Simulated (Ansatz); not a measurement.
Crystal: BPd4.

```xyz
5
Lattice="2.8920 0.0000 0.0000 0.0000 4.3650 0.0000 0.0000 0.0000 5.8563" Properties=species:S:1:pos:R:3 pbc="T T T"
Pd    1.4460    0.0000    1.1571
Pd    0.0000    0.0000    3.6278
Pd    0.0000    2.1825    1.9277
Pd    1.4460    2.1825    5.0807
B     1.4460    0.0000    5.0553
```

The cell comes from a database or a generator and needn't be the stable form of this composition.

Base run:

```yaml
Program: Ansatz 0.2.0
Functional: RPBE
Potentials_or_basis: Ansatz PAW
Cutoff: "420 eV (not typed: the program's choice for these potentials)"
k_mesh: 9 × 6 × 5
Occupations: fermi-dirac, width 0.05 eV
Spin: no spin polarisation
```

Its results: band gap on the k mesh none (metal or under the smearing width); pressure 2.8 GPa; largest force 0.279 eV/Å.

Task: The run is repeated on the same cell with these changes: functional from RPBE to r2SCAN; cutoff from 420 eV (not typed: the program's choice for these potentials) to 500 eV (not typed: the program's choice for these potentials). What comes out?

Result: Band gap on the k mesh none (metal or under the smearing width); pressure -4.7 GPa; largest force 0.338 eV/Å.

Caveats: the PAW data sets come from PBE, with cores solved anew for the run's functional, which leaves a small shift of forces and pressure; the density of states is complete only up to the lowest level of the last band computed.
